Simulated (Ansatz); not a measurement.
# Ir (sc type): how the settings move a single-point run

Aim: see which settings change the result for Ir (sc type), by how much, and at what cost.

Computed with Ansatz 0.2.0 (reference: DFT, LDA, PAW with Ansatz's default frozen-core files, scalar-relativistic, unless a step's input says otherwise).

1 further run of the same task is left out (it didn't finish). Runs told in other sessions of the task aren't counted.

## (1) The starting structure

Symmetry: Pm-3m, No. 221, cubic system. The conventional cell has a = 1.936 Å, b = 1.936 Å, c = 1.936 Å, α = 90.00°, β = 90.00°, γ = 90.00°. Around Ir (site symmetry m-3m) lie 6 Ir at 1.94 Å.

As a file:

```
Ir
1.0
     1.93632    0.00000    0.00000
     0.00000    1.93632    0.00000
     0.00000    0.00000    1.93632
Ir
1
Cartesian
  0.0000 0.0000 0.0000
```

## (2) The reference run

File input.yaml:

```yaml
crystal:
  lattice:
    - [1.936317264, 0.0, 0.0]
    - [0.0, 1.936317264, 0.0]
    - [0.0, 0.0, 1.936317264]
  atoms:
    - { symbol: Ir, position: [0.0, 0.0, 0.0] }
kpoints:
  mp_grid: { grid: [15, 15, 15] }
  band_path:
    path:
      - [0.0, 0.0, 0.0]
      - [0.0, 0.5, 0.0]
      - [0.5, 0.5, 0.0]
      - [0.0, 0.0, 0.0]
      - [0.5, 0.5, 0.5]
      - [0.0, 0.5, 0.0]
      - [0.5, 0.5, 0.5]
      - [0.5, 0.5, 0.0]
    npoints: 8
scf:
  occupations: { method: fermi_dirac, width: 0.1 }
hamiltonian:
  xc: lda
  pseudopotentials: { kind: paw }
output:
  forces: true
  stress: true
  eigenvalues: true
  populations: true
  dos: { projected: true, de: 0.2, e_range: [-14, 8] }
  write_density: true
  write_potential: true
  elf: true
  volumetric_format: npy
```

Started as:

```
$ ansatz run input.yaml --threads 1 --pin off --max-ram 2048MiB --backend cpu --events-out ev --progress --plain --runs-dir out
```

## (3) Changing settings: lower_state_search off

input.yaml, as its differences from that of step 2:

```diff
@@ -22,2 +22,3 @@
   occupations: { method: fermi_dirac, width: 0.1 }
+  lower_state_search: "off"
 hamiltonian:
@@ -30,6 +31 @@
   populations: true
-  dos: { projected: true, de: 0.2, e_range: [-14, 8] }
-  write_density: true
-  write_potential: true
-  elf: true
-  volumetric_format: npy
```

Before running it: what results should come out? Wanted: for each run, ending; energy change; pressure; gap; force.

The runs gave:

| run | ending | energy change | pressure (GPa) | gap (eV) | force (eV/Å) | cycles | time |
| --- | --- | --- | --- | --- | --- | --- | --- |
| reference | converged | 0 | 1479.1 | 0.00 | 0.00 | 6 | 1.5 s |
| 1: lower_state_search off | converged | 0.0 meV/atom | 1479.1 | 0.00 | 0.00 | 6 | 1.5 s |

Times don't compare one to one where runs were asked for different outputs or read a saved state (see the inputs); cycles may leave out searches for a lower state.

Residual by cycle in the longest SCF loop of each run; runs are numbered as in the table. The quantity is the density residual dr2, in eV.

| cycle | reference | run 1 |
| --- | --- | --- |
| 1 | 1.83 | 1.83 |
| 2 | 0.204 | 0.204 |
| 3 | 0.00564 | 0.00564 |
| 4 | 2.6e-5 | 2.6e-5 |
| 5 | 1.7e-6 | 1.7e-6 |
| 6 | 4.4e-9 | 4.4e-9 |

What this shows: The changed input (search for lower states) leaves the energy the same to the digits printed. The structure is not at rest: the sound run finds 1479 GPa, so these are no properties of the relaxed crystal. 

At pressures up to 1479 GPa the PAW spheres may overlap and frozen cores may not hold, so those PAW values are rough without an all-electron check.
